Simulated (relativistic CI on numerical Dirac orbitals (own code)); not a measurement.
# Cu⁴⁺ (3d7) in crystal fields: levels and magnetism

Aim: the levels, ground state and powder susceptibility of Cu⁴⁺ in 6 parametric crystal fields.

Program: relativistic CI on numerical Dirac orbitals (own code) version 1. Level of theory: Dirac-Coulomb-Breit CI, KLI orbitals optimised for each configuration, model QED (radiative potential, 1s self-energy scaled to tabulated hydrogen-like ionisation energies), valence Slater integrals scaled by 0.85, one configuration in a parametric crystal field. These are calculated values, not measurements, unless marked.

**1. The atom as given**

```
ion            : Cu⁴⁺ (Cu V)
nuclear charge : 29
electrons      : 25
open shell     : 3d7
Slater scale   : 0.85
field 1 (cm⁻¹) : Oh, 10Dq = 5000
field 2 (cm⁻¹) : Oh, 10Dq = 9000
field 3 (cm⁻¹) : Oh, 10Dq = 13000
field 4 (cm⁻¹) : Oh, 10Dq = 17000
field 5 (cm⁻¹) : Oh, 10Dq = 21000
field 6 (cm⁻¹) : Oh, 10Dq = 25000
```

Outer shells as boxes (Hund's rule):

[Ar] 3d7
```
[Ar] core
3d [↑↓][↑↓][↑ ][↑ ][↑ ]
```

**2. Field 1: Oh, 10Dq = 5000**

Settings, as recorded:

```ini
atom Cu  Z=29  charge=4  electrons=25
nucleus A=63  rms_radius_fm=3.8823
hamiltonian dirac-coulomb  breit=on  qed=on  c_scale=1
orbitals kli  potential=per-configuration
slater_scale 0.85
correlation none
mixing on
configurations
  [Ar] 3d7
end
crystal_field Oh 10Dq=5000
```

**3. Field 2: Oh, 10Dq = 9000**

The settings differ from step 2 so:

```diff
@@ -10,2 +10,2 @@
 end
-crystal_field Oh 10Dq=5000
+crystal_field Oh 10Dq=9000
```

**4. Field 3: Oh, 10Dq = 13000**

The settings differ from step 3 so:

```diff
@@ -10,2 +10,2 @@
 end
-crystal_field Oh 10Dq=9000
+crystal_field Oh 10Dq=13000
```

**5. Field 4: Oh, 10Dq = 17000**

The settings differ from step 4 so:

```diff
@@ -10,2 +10,2 @@
 end
-crystal_field Oh 10Dq=13000
+crystal_field Oh 10Dq=17000
```

**6. Field 5: Oh, 10Dq = 21000**

The settings differ from step 5 so:

```diff
@@ -10,2 +10,2 @@
 end
-crystal_field Oh 10Dq=17000
+crystal_field Oh 10Dq=21000
```

**7. Field 6: Oh, 10Dq = 25000**

The settings differ from step 6 so:

```diff
@@ -10,2 +10,2 @@
 end
-crystal_field Oh 10Dq=21000
+crystal_field Oh 10Dq=25000
```

(Steps that only read results are left out.)

**Question.** What will these runs give? Wanted: ground spin; ground doublet.

**Answer**, as computed:

| field | ground state | degeneracy | S | J | first gap (cm⁻¹) | stabilisation (cm⁻¹) | χT at 2 K | χT at 300 K |
| --- | --- | --- | --- | --- | --- | --- | --- | --- |
| 1: Oh | G6 | 2 | 1.50 | 4.40 | 582 | -2944 | 2.115 | 3.807 |
| 2: Oh | G6 | 2 | 1.50 | 4.35 | 641 | -5611 | 1.973 | 3.469 |
| 3: Oh | G6 | 2 | 1.50 | 4.32 | 649 | -8405 | 1.895 | 3.313 |
| 4: Oh | G6 | 2 | 1.50 | 4.28 | 639 | -11285 | 1.843 | 3.224 |
| 5: Oh | G6 | 2 | 1.50 | 4.25 | 601 | -14227 | 1.805 | 3.170 |
| 6: Oh | G8 | 4 | 1.04 | 3.75 | 31 | -17246 | 0.768 | 1.794 |

χT is in cm³ K/mol; stabilisation counts from the free ion's lowest level; S and J come from the expectation values of their squares.

```
                           quantity                                                 value
ground spin (effective S from ⟨S²⟩)  1: 1.50, 2: 1.50, 3: 1.50, 4: 1.50, 5: 1.50, 6: 1.04
                        χT at 300 K                                1.79 to 3.81 cm³ K/mol
                     ground doublet                         field 5, g = 4.37, 4.37, 4.37
```

S of the ground state lies between 1.04 and 1.50: spin-orbit coupling mixes spin states. The field is a set of parameters, without covalency or charge transfer.
